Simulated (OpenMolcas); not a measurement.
# Ag⁵⁺ among point charges: CASSCF and CASPT2 levels and susceptibility

How does a field of 6 point charges split the states of Ag⁵⁺, and what χT follows?

Program: OpenMolcas 26.06. Level of theory: state-averaged CASSCF and CASPT2, spin-orbit coupling by RASSI with atomic mean-field integrals. These are calculated values, not measurements, unless marked.

## 1. Starting point

```
Species                           : Ag⁵⁺ (silver, Z = 47, 42 electrons)
Basis                             : ANO-RCC-VTZP [7s6p4d2f1g], 68 functions
Scalar Hamiltonian                : DKH2, point nucleus
Inactive shells                   : 1s 2s 2p 3s 3p 3d 4s 4p
Active space                      : 6 electrons in 5 orbitals (4d)
Some configurations of this space : 4d6
Orbitals                          : optimised for each spin and parity, averaged over all roots
```

The outer shells:

4d6
```
4d [↑↓][↑ ][↑ ][↑ ][↑ ]
```

The ion sits among 6 point charges of -1.36 e arranged as an octahedron (Oh), 2.19 Å from the ion.

The work runs as a chain of OpenMolcas steps in one folder; each step below is one input file. Labels, J, g values, rates, χT and fits are worked out afterwards by a script from the matrices that RASSI stores. The input lists half of the charges; inversion (Group=XYZ) makes the rest.

## 2. Basis and integrals

a.inp

```
&GATEWAY
Coord
1

Ag 0.0 0.0 0.0
Basis=ANO-RCC-VTZP
Group=XYZ
NoMove
AngMom=0.0 0.0 0.0
AMFI
XField
3 Angstrom 0
2.190000 0.000000 0.000000 -1.360000
0.000000 2.190000 0.000000 -1.360000
0.000000 0.000000 2.190000 -1.360000
&SEWARD
```

The run is started by

```
$ OMP_NUM_THREADS=1 MOLCAS_MEM=1689 MOLCAS_PROJECT=a pymolcas a.inp > a.log
```

## 3. Reference wave functions, quintets of even parity, 5 roots

a.inp

```
&RASSCF
FileOrb=start.orb
Symmetry=1
Spin=5
nActEl=6 0 0
Inactive=9 9
Ras2=5 0
CIRoot=5 5 1
SDav=5
CIMx=300
Iter=120 100
PrWF=0.3
OrbListing=Nothing
MaxOrb=0
>>> COPY $Project.JobIph JOB001
```

start.orb holds the contracted functions of the basis, ordered by shell, or the orbitals of the step before.

## 4. CASSCF: triplets of even parity, 45 roots

a.inp

```
&RASSCF
FileOrb=start.orb
Symmetry=1
Spin=3
nActEl=6 0 0
Inactive=9 9
Ras2=5 0
CIRoot=45 45 1
SDav=45
CIMx=300
Iter=120 100
PrWF=0.3
OrbListing=Nothing
MaxOrb=0
>>> COPY $Project.JobIph JOB002
```

## 5. CASSCF: singlets of even parity, 50 roots

a.inp

```
&RASSCF
FileOrb=start.orb
Symmetry=1
Spin=1
nActEl=6 0 0
Inactive=9 9
Ras2=5 0
CIRoot=50 50 1
SDav=50
CIMx=300
Iter=120 100
PrWF=0.3
OrbListing=Nothing
MaxOrb=0
>>> COPY $Project.JobIph JOB003
```

## 6. State interaction with spin-orbit coupling

a.inp

```
&RASSI
NrOfJobIphs=3 5 45 50
1 2 3 4 5
1 2 3 4 5 6 7 8 9 10 11 12 13 14 15 16 17 18 19 20 21 22 23 24 25 26 27
28 29 30 31 32 33 34 35 36 37 38 39 40 41 42 43 44 45
1 2 3 4 5 6 7 8 9 10 11 12 13 14 15 16 17 18 19 20 21 22 23 24 25 26 27
28 29 30 31 32 33 34 35 36 37 38 39 40 41 42 43 44 45 46 47 48 49 50
IphNames
JOB001
JOB002
JOB003
EJob
SpinOrbit
DIPRint=1.0
SOCoupling=1000.0
Subsets=2
Property=9
'ANGMOM' 1 'ANGMOM' 2 'ANGMOM' 3 'MLTPL  1' 1 'MLTPL  1' 2 'MLTPL  1' 3
'AMFI' 1 'AMFI' 2 'AMFI' 3
SOProperty=3
'ANGMOM' 1 'ANGMOM' 2 'ANGMOM' 3
```

## 7. CASPT2: IPEA 0.25, imaginary shift 0.1 (closed shells correlated: 4s 4p)

a.inp

```
>>> COPY JOB001 $Project.JobIph
&CASPT2
Multistate=5 1 2 3 4 5
NoMult
Frozen=8 6
IPEA=0.25
Imaginary=0.1
MaxIter=60
WThr=0.0 0.3 0.05
PrWF=0.5
NoMix
>>> COPY JOB002 $Project.JobIph
&CASPT2
Multistate=45 1 2 3 4 5 6 7 8 9 10 11 12 13 14 15 16 17 18 19 20 21 22
23 24 25 26 27 28 29 30 31 32 33 34 35 36 37 38 39 40 41 42 43 44 45
NoMult
Frozen=8 6
IPEA=0.25
Imaginary=0.1
MaxIter=60
WThr=0.0 0.3 0.05
PrWF=0.5
NoMix
>>> COPY JOB003 $Project.JobIph
&CASPT2
Multistate=50 1 2 3 4 5 6 7 8 9 10 11 12 13 14 15 16 17 18 19 20 21 22
23 24 25 26 27 28 29 30 31 32 33 34 35 36 37 38 39 40 41 42 43 44 45 46
47 48 49 50
NoMult
Frozen=8 6
IPEA=0.25
Imaginary=0.1
MaxIter=60
WThr=0.0 0.3 0.05
PrWF=0.5
NoMix
```

(Steps that only read results are left out.)

**Question.** What will these runs give? Wanted: spin-free ground state; first state of the same spin within the active space; lowest level; next level.

The runs gave:

| quantity | value |
| --- | --- |
| method | SS-CASPT2, IPEA 0.25, imaginary shift 0.1 (closed shells correlated: 4s 4p) |
| spin-free ground state | 5T2, 3-fold in its orbital part |
| first state of the same spin within the active space | 5E at 1940 cm⁻¹ |
| lowest level | 3-fold T2 |
| next level | 327.6 cm⁻¹ |
| χT at 300 K | 5.09 cm³ K/mol |
| effective moment at 300 K | 6.38 μB |

Cost by method:

```csv
method,time of its own steps,time with the reference
A. CASSCF,1.7 min,1.7 min
"B. SS-CASPT2, IPEA 0.25, imaginary shift 0.1, +4s 4p",56 s,2.6 min
```

Times are of one thread on a shared host.

The spin-free ground state (5T2) comes to 100 % from free-ion D terms and keeps the highest spin of the shell. χT at 300 K is 5.09, against 3.01 cm³ K/mol for the spin alone, so orbital moment adds to it. An active space of the d shell alone favours high spin; real ions in strong fields can be low spin. CASPT2 does not keep the components of a term degenerate, and the means are used. The field of point charges can differ much from that of real complexes. With metal d orbitals alone active, the gaps between spin states are rough; where two lie within a few thousand cm-1, their order is open. This is an electrostatic model: the charges have no orbitals.
